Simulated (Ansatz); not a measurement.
# C3H7FSi: one species, many methods

How much do the methods differ for C3H7FSi? The plan is to run it at one geometry with functionals of several rungs and with coupled cluster. The yardstick is the atomisation energy at the CCSD(T) limit.

The runs use Ansatz 0.2.0, Gaussian basis; functionals in def2-TZVPP, the program's frozen cores in correlated methods.

Plan: PBE-D4, r2SCAN-D4, PBE0-D4, B3LYP-D4, ωB97X-V, ωB97M-V, B2PLYP; CCSD(T)/def2-TZVPP; MP2/def2-QZVPP; extrapolation to the limit.

### 1 The relaxed structure

All runs share one geometry, relaxed beforehand with PBE0-D4 in a triple-zeta def2 set.

SMILES `C/C([SiH3])=C\F`, 12 atoms, charge 0, spin multiplicity 1.

Atoms are counted from 1 here; the program's logs count them from 0.

Bond lengths: C1–C2 1.499 Å, C1–H6 1.090 Å, C1–H7 1.094 Å, C1–H8 1.094 Å, C2–Si3 1.860 Å, C2–C4 1.326 Å, Si3–H9 1.488 Å, Si3–H10 1.488 Å, Si3–H11 1.486 Å, C4–F5 1.341 Å, C4–H12 1.084 Å. Angles: C2–C1–H6 111.9°, C2–C1–H7 110.7°, C2–C1–H8 110.7°, H6–C1–H7 108.3°, H6–C1–H8 108.3°, H7–C1–H8 106.8°, C1–C2–Si3 120.3°, C1–C2–C4 122.7°, Si3–C2–C4 117.1°, C2–Si3–H9 110.3°, C2–Si3–H10 110.3°, C2–Si3–H11 109.6°, H9–Si3–H10 107.6°, H9–Si3–H11 109.5°, H10–Si3–H11 109.5°, C2–C4–F5 122.8°, C2–C4–H12 125.8°, F5–C4–H12 111.4°.

### 2 PBE-D4 (GGA)

Input file in.yaml:

```yaml
crystal:
  periodic: [false, false, false]
  atoms:
    - {symbol: C, position_ang: [-1.485219, -0.172396, 0.255654]}
    - {symbol: C, position_ang: [-0.078281, 0.237286, -0.061993]}
    - {symbol: Si, position_ang: [1.317470, -0.976215, 0.132398]}
    - {symbol: C, position_ang: [0.234336, 1.453570, -0.486330]}
    - {symbol: F, position_ang: [-0.679872, 2.417935, -0.666349]}
    - {symbol: H, position_ang: [-2.192280, 0.640791, 0.090428]}
    - {symbol: H, position_ang: [-1.569328, -0.493295, 1.298167]}
    - {symbol: H, position_ang: [-1.790031, -1.022632, -0.361613]}
    - {symbol: H, position_ang: [1.398876, -1.449820, 1.540929]}
    - {symbol: H, position_ang: [1.090580, -2.167390, -0.730434]}
    - {symbol: H, position_ang: [2.599563, -0.326547, -0.246729]}
    - {symbol: H, position_ang: [1.231286, 1.803713, -0.730126]}
basis:
  gaussian: {orbitals: def2-TZVPP}
hamiltonian: {xc: pbe, dispersion: d4}
output: {forces: true, orbitals: {seedname: orbitals}}
```

Run with:

```
> ansatz run in.yaml --threads 4 --pin off --events-out ev --progress --plain --max-ram 10444MiB
```

After this run come: r2SCAN-D4 (meta-GGA); PBE0-D4 (hybrid); B3LYP-D4 (hybrid); ωB97X-V (range-separated); ωB97M-V (range-separated); B2PLYP (double hybrid); CCSD(T) in def2-TZVPP; MP2 in def2-QZVPP.

**Question.** What will the summary of the whole plan be? Wanted: atomisation energy, CCSD(T)/CBS; farthest; mean size of error, hybrid; mean size of error, range-separated; gap, smallest and largest; T1 diagnostic; triples share of the correlation energy.

As calculated:

| quantity | value |
| --- | --- |
| atomisation energy, CCSD(T)/CBS | 46.865 eV |
| functionals within 0.234 eV (0.5 %) | r2SCAN-D4, PBE0-D4, B3LYP-D4, ωB97X-V, ωB97M-V |
| farthest | PBE-D4 (+0.905 eV) |
| mean size of error, hybrid | 0.117 eV |
| mean size of error, range-separated | 0.153 eV |
| gap, smallest and largest | 5.28 eV (PBE-D4), 12.04 eV (ωB97X-V) |
| T1 diagnostic | 0.0120 |
| triples share of the correlation energy | 3.7 % |

PBE-D4 is off by +0.905 eV. Double hybrids carry the basis error of their MP2 part in triple zeta, and no dispersion term here, so their miss is partly the set-up's. Misses under about 0.234 eV are within the doubt on the reference itself, which lacks core-valence correlation, relativity and higher excitations. Hartree-Fock recovers 75 % of the binding; the rest is correlation. Orbital gaps span 5.3 to 12.0 eV; exact exchange widens them.
